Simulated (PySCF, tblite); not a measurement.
**C8H8FN3: geometry, infrared bands and NMR shifts**

What infrared bands and NMR shifts should C8H8FN3 (`CCc1ccc2c(F)nnn2c1`) show?

Programs: tblite 0.8.0 and PySCF 2.14.0, with density-fitted response routines of our own. Each step states its level of theory. These are calculated values for one molecule in the gas phase, unless marked as measured. Atoms are numbered from 0 throughout.

## (1) The molecule as given

20 atoms, charge 0, multiplicity 1; geometry from: force field or distance geometry start.

Bonds of the start (Å): C0–C1 1.53, C1–C2 1.47, C2–C3 1.39, C3–C4 1.39, C4–C5 1.38, C5–C6 1.38, C6–F7 1.36, C6–N8 1.37, N8–N9 1.33, N9–N10 1.33, N10–C11 1.34, C11–C2 1.39, N10–C5 1.35, C0–H12 1.11, C0–H13 1.13, C0–H14 1.12, C1–H15 1.09, C1–H16 1.12, C3–H17 1.08, C4–H18 1.10, C11–H19 1.08.

## (2) Geometry optimisation with GFN2-xTB

Job settings and geometry (Å):

```
{"job": {"kind": "relax", "xc": "GFN2-xTB", "basis": "xTB"}, "charge": 0, "multiplicity": 1}
C      2.919800    -0.245500     0.434200
C      2.032600     0.251100    -0.709500
C      0.609600     0.268800    -0.345600
C     -0.029600     1.373600     0.202900
C     -1.379000     1.232700     0.489500
C     -2.092900     0.082300     0.215200
C     -3.399700    -0.324400     0.371300
F     -4.369100     0.458500     0.904300
N     -3.498200    -1.610200    -0.080300
N     -2.295100    -1.974600    -0.502400
N     -1.444500    -0.969200    -0.332000
C     -0.132500    -0.874300    -0.604000
H      3.912600     0.249100     0.454400
H      3.126400    -1.341100     0.280000
H      2.464800    -0.077900     1.439000
H      2.260000    -0.387600    -1.565000
H      2.374600     1.289100    -0.975800
H      0.523800     2.277500     0.424600
H     -1.960400     2.057300     0.934300
H      0.371500    -1.724600    -1.038400
```

The run is started by

```console
OMP_NUM_THREADS=1 python probes_run.py task.json out
```

One launch serves the whole session: the jobs run in the order shown.

**Question.** This job is followed by: GFN2-xTB harmonic vibrations, gas phase; GIAO PBE0/pcSseg-1 NMR shielding, non-relativistic, gas phase. What will the session give for the following? strongest single infrared mode (GFN2-xTB); zero-point energy (GFN2-xTB); ¹³C shifts against TMS (PBE0/pcSseg-1); ¹H shifts against TMS (PBE0/pcSseg-1, means over atoms taken as alike); ¹⁹F shifts against CFCl3 (PBE0/pcSseg-1); ¹⁵N shifts against NH3 (PBE0/pcSseg-1).

As calculated:

| quantity | value |
| --- | --- |
| strongest single infrared mode (GFN2-xTB) | 1290 cm⁻¹, 73 km/mol |
| zero-point energy (GFN2-xTB) | 94.4 kcal/mol |
| ¹³C shifts against TMS (PBE0/pcSseg-1) | 162.4, 138.6, 129.8, 126.7, 124.6, 123.2, 31.9, 21.4 ppm |
| ¹H shifts against TMS (PBE0/pcSseg-1, means over atoms taken as alike) | 8.60, 7.95, 7.28, 2.72, 1.34 ppm |
| ¹⁹F shifts against CFCl3 (PBE0/pcSseg-1) | -159.2 ppm |
| ¹⁵N shifts against NH3 (PBE0/pcSseg-1) | 359.7, 349.4, 282.5 ppm |

What this shows: The optimisation took 93 steps and gained 0.509 eV; among the close pairs (by a distance rule), C6–N8 changed most, from 1.366 to 1.323 Å. All 54 modes are real, so the xTB geometry is a minimum. The strongest single mode, at 1290 cm⁻¹, is spread over many atoms; the largest shares are those of N9, N8. Unscaled tight-binding wavenumbers are off by several per cent, some by more. Its intensities can rank the bands wrongly. At PBE0/pcSseg-1: Shielding is most anisotropic at N8 (span 500 ppm, paramagnetic term -425 ppm). NICS(1)zz of -20 ppm above the planar ring from C2 marks a diatropic (aromatic) ring current. NICS(1)zz of -38 ppm above the planar ring from C5 marks a diatropic (aromatic) ring current.
